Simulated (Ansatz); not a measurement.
# TlOs2: the cost of one run

Method: DFT PBE, scalar-relativistic, plane waves, PAW, in Ansatz 0.2.0.

### Step 1. The structure to begin with

Symmetry: P6_3/mmc, No. 194, hexagonal system. The conventional cell has a = 3.144 Å, b = 3.144 Å, c = 12.228 Å, α = 90.00°, β = 90.00°, γ = 120.00°. Tl (site symmetry -6m2) has 6 Os at 2.35 Å as nearest neighbours. Around Os (site symmetry 3m) lie 3 Tl at 2.35 Å.

As a file:

```cif
data_structure
_symmetry_space_group_name_H-M 'P 1'
_symmetry_Int_Tables_number 1
_cell_length_a 3.1439
_cell_length_b 3.1439
_cell_length_c 12.2284
_cell_angle_alpha 90.000
_cell_angle_beta 90.000
_cell_angle_gamma 120.000
_cell_volume 104.67
loop_
_atom_site_label
_atom_site_type_symbol
_atom_site_fract_x
_atom_site_fract_y
_atom_site_fract_z
_atom_site_occupancy
Tl1 Tl 0.33333 0.66667 0.25000 1
Tl2 Tl 0.66667 0.33333 0.75000 1
Os1 Os 0.33333 0.66667 0.62750 1
Os2 Os 0.66667 0.33333 0.12750 1
Os3 Os 0.33333 0.66667 0.87250 1
Os4 Os 0.66667 0.33333 0.37250 1
```

This is candidate A: 2H molybdenite type (P6_3/mmc, No. 194).

(A quick probe on a coarse mesh, which set the mesh and smearing, is not shown.)

### Step 3. Rough relaxation on the coarse mesh (candidate A)

input.yaml

```yaml
crystal:
  lattice:
    - [3.1438868185, 0.0, 0.0]
    - [-1.5719434092, 2.7226858514, 0.0]
    - [0.0, 0.0, 12.2284305119]
  atoms:
    - { symbol: Tl, position: [0.3333333333, 0.6666666667, 0.25] }
    - { symbol: Tl, position: [0.6666666667, 0.3333333333, 0.75] }
    - { symbol: Os, position: [0.3333333333, 0.6666666667, 0.6275] }
    - { symbol: Os, position: [0.6666666667, 0.3333333333, 0.1275] }
    - { symbol: Os, position: [0.3333333333, 0.6666666667, 0.8725] }
    - { symbol: Os, position: [0.6666666667, 0.3333333333, 0.3725] }
basis:
  ecutwfc: 420
kpoints:
  mp_grid: { grid: [6, 6, 2] }
hamiltonian:
  xc: pbe
scf:
  occupations: { method: gaussian, width: 0.1 }
  lower_state_search: "off"
output:
  forces: true
  stress: true
  eigenvalues: true
relax:
  adjacent_minimum: "off"
  f_tol: 0.04
  max_steps: 70
  cell: { stress_tol: 0.4 }
```

Launch:

```bash
ansatz run input.yaml --threads 1 --pin off --max-ram 2560MiB --backend cpu --events-out ev --progress --plain --runs-dir out
```

**Question.** How long does this run take on 1 thread of Arm Neoverse N1, shared host, and how much memory does it need?

About 93 s, with a peak of 0.41 GiB.
